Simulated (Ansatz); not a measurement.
# Si3Ge3N8: the cost of one run

Program: Ansatz 0.2.0. PAW datasets, plane waves. Simulation only: spin-unpolarised, and no claim that this is the phase found in nature.

## 1. Starting point

The cell was relaxed beforehand with r2SCAN.

The symmetry is P-6 (No. 174, hexagonal); conventional cell a = 7.821 Å, c = 2.990 Å, 11.31 Å³ an atom. Around Ge lie 4 N at 1.82–1.85 Å; around Si lie 4 N at 1.73–1.75 Å; around N lie 3 Ge at 1.83 Å; around N lie 3 Si at 1.73 Å; around N lie 2 Si at 1.75 Å and 1 Ge at 1.85 Å.

As a file:

Space group P-6 (No. 174). a = 7.821 Å, b = 7.821 Å, c = 2.990 Å, α = 90.00°, β = 90.00°, γ = 120.00°
| atom | site | symmetry | x | y | z |
| --- | --- | --- | --- | --- | --- |
| Ge | 3k | m.. | 0.2286 | 0.8295 | 0.5000 |
| Si | 3j | m.. | 0.4131 | 0.2374 | 0.0000 |
| N | 1d | -6.. | 0.3333 | 0.6667 | 0.5000 |
| N | 1e | -6.. | 0.6667 | 0.3333 | 0.0000 |
| N | 3k | m.. | 0.9594 | 0.6548 | 0.5000 |
| N | 3j | m.. | 0.2976 | 0.9824 | 0.0000 |

## 2. PBE bands along the symmetry lines

The input, input.yaml:

```yaml
crystal:
  lattice:
    - [7.8205132317, 0.0, 0.0]
    - [-3.9102566159, 6.7727631293, 0.0]
    - [0.0, 0.0, 2.9901686613]
  atoms:
    - { symbol: Ge, position: [0.2285507797, 0.8294617145, 0.5] }
    - { symbol: Si, position: [0.4131326549, 0.2374198758, 0.0] }
    - { symbol: Si, position: [0.8242872209, 0.5868673451, 0.0] }
    - { symbol: Ge, position: [0.1705382855, 0.3990890652, 0.5] }
    - { symbol: Ge, position: [0.6009109348, 0.7714492203, 0.5] }
    - { symbol: Si, position: [0.7625801242, 0.1757127791, 0.0] }
    - { symbol: "N", position: [0.3333333333, 0.6666666667, 0.5] }
    - { symbol: "N", position: [0.6666666667, 0.3333333333, 0.0] }
    - { symbol: "N", position: [0.9593780574, 0.6548290965, 0.5] }
    - { symbol: "N", position: [0.2976273534, 0.9823515488, 0.0] }
    - { symbol: "N", position: [0.6847241954, 0.7023726466, 0.0] }
    - { symbol: "N", position: [0.3451709035, 0.3045489609, 0.5] }
    - { symbol: "N", position: [0.0176484512, 0.3152758046, 0.0] }
    - { symbol: "N", position: [0.6954510391, 0.0406219426, 0.5] }
kpoints:
  mp_grid: { grid: [6, 6, 8] }
  band_path:
    path:
      - [[0.0, 0.0, 0.0], [0.5, 1.778757742278e-17, 1.014940570479e-34], [0.3333333333333, 0.3333333333333, 1.183022839289e-34], [0.0, 0.0, 0.0], [-1.5974879655e-50, 7.659273957677e-51, 0.5], [0.5, 1.778757742278e-17, 0.5], [0.3333333333333, 0.3333333333333, 0.5], [-1.5974879655e-50, 7.659273957677e-51, 0.5]]
      - [[0.5, 1.778757742278e-17, 0.5], [0.5, 1.778757742278e-17, 1.014940570479e-34]]
      - [[0.3333333333333, 0.3333333333333, 0.5], [0.3333333333333, 0.3333333333333, 1.183022839289e-34]]
    npoints: 10
hamiltonian:
  xc: pbe
scf:
  occupations: { method: fermi_dirac, width: 0.02 }
  n_extra_bands: 7
output:
  forces: true
  stress: true
  eigenvalues: true
  write_density: true
  write_potential: true
  elf: true
  volumetric_format: npy
```

Q: Estimate wall time and peak memory on 1 × NVIDIA H100 80GB HBM3 with 2 threads of AMD EPYC 7R13 (Zen 3), shared host.

About 6.5 s, with a peak of 1.3 GiB on the host.
